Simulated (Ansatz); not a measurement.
**H4SSn: a trajectory, and a look at its input**

A trajectory is wanted. The input is run as typed. The step meant is a 1,1-elimination at charge 0 and multiplicity 1, which changes S2–H3, Sn1–S2, Sn1–H3.

Program: Ansatz 0.2.0, Gaussian basis. Level of theory: PBE0-D4/def2-SVP. These are calculated values, not measurements.

1 further run of the same task is left out (it didn't finish).

## (1) The structure

```
Sn    0.2531    0.9088    0.7943
S     1.5656   -1.0566    0.2766
H    -1.6810    0.2110   -1.1524
H     0.5875    1.5342   -0.8302
H    -2.1138    0.0417   -0.5622
H     1.3886   -1.6391    1.4740
```

## (2) The run

Input file run/in.yaml:

```yaml
crystal:
  periodic: [false, false, false]
  atoms:
    - {symbol: Sn, position_ang: [0.253145, 0.908831, 0.794282]}
    - {symbol: S, position_ang: [1.565646, -1.056610, 0.276556]}
    - {symbol: H, position_ang: [-1.681047, 0.210988, -1.152391]}
    - {symbol: H, position_ang: [0.587501, 1.534210, -0.830155]}
    - {symbol: H, position_ang: [-2.113847, 0.041675, -0.562212]}
    - {symbol: H, position_ang: [1.388602, -1.639093, 1.474019]}
basis:
  gaussian: {orbitals: def2-SVP}
hamiltonian: {xc: pbe0, dispersion: d4}
md: {n_steps: 30, timestep: 0.25, temperature: 200, ensemble: nvt_langevin, seed: 665, friction: 0.002, steps: 10, initial_velocities: maxwell_boltzmann}
```

The run is started by

```bash
$ ansatz run in.yaml --threads 2 --pin off --events-out ev --progress --plain --max-ram 4352MiB
```

**Question.** What will these runs give? Wanted: outcome.

As calculated:

| quantity | value |
| --- | --- |
| outcome | refused |
| fault | misspelt key |
| steps taken | 0 |

**Reading.** The program refused the input before any work. The block holds a key that the program does not know. The cure: remove the key or spell it as the program does.
